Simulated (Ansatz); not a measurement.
# BrFH2InN: basis-set convergence

How large a basis does BrFH2InN need? Two functionals are run in growing sets.

The runs use Ansatz 0.2.0, Gaussian basis; one geometry, several basis sets.

Plan: PBE0-D4/def2-SVP; ωB97M-V/def2-SVP; PBE0-D4/def2-QZVPP; ωB97M-V/def2-QZVPP; the functionals' def2-TZVPP values are taken from earlier runs.

## Step 1: The relaxed structure

The geometry comes from an earlier relaxation with PBE0-D4 in a triple-zeta def2 set; it is a stationary point. In takes the def2 core potential; no spin-orbit term is included.

SMILES `[NH2][In]([F])[Br]`, 6 atoms, charge 0, spin multiplicity 1.

Atoms are counted from 1 here; the program's logs count them from 0.

Bond lengths: N1–In2 2.000 Å, N1–H5 1.011 Å, N1–H6 1.010 Å, In2–F3 1.942 Å, In2–Br4 2.437 Å. Angles: In2–N1–H5 114.6°, In2–N1–H6 115.6°, H5–N1–H6 109.5°, N1–In2–F3 116.9°, N1–In2–Br4 127.8°, F3–In2–Br4 115.0°.

## Step 2: PBE0-D4 in def2-SVP

in.yaml

```yaml
crystal:
  periodic: [false, false, false]
  atoms:
    - {symbol: N, position_ang: [-0.003888, 1.242109, -0.097075]}
    - {symbol: In, position_ang: [0.152696, -0.750679, -0.021319]}
    - {symbol: F, position_ang: [1.472585, -1.481297, 1.201225]}
    - {symbol: Br, position_ang: [-0.939503, -2.388964, -1.456610]}
    - {symbol: H, position_ang: [0.248719, 1.717234, 0.758954]}
    - {symbol: H, position_ang: [-0.888609, 1.597698, -0.431574]}
basis:
  gaussian: {orbitals: def2-SVP}
hamiltonian: {xc: pbe0, dispersion: d4}
output: {orbitals: {seedname: orbitals}}
```

After this run come: ωB97M-V in def2-SVP; PBE0-D4 in def2-QZVPP; ωB97M-V in def2-QZVPP.

Q: Predict the results of all the runs planned. Wanted: PBE0-D4: double and triple zeta above quadruple; ωB97M-V: double and triple zeta above quadruple.

The runs gave:

| quantity | value |
| --- | --- |
| PBE0-D4: double and triple zeta above quadruple | 16.00, 1.74 eV |
| ωB97M-V: double and triple zeta above quadruple | 16.03, 1.68 eV |

**Reading.** For PBE0-D4 the step from double to triple zeta gains 14.26 eV and the next only 1.74 eV. These are total energies; as a rule much of such shifts cancels in differences, which this series doesn't test.
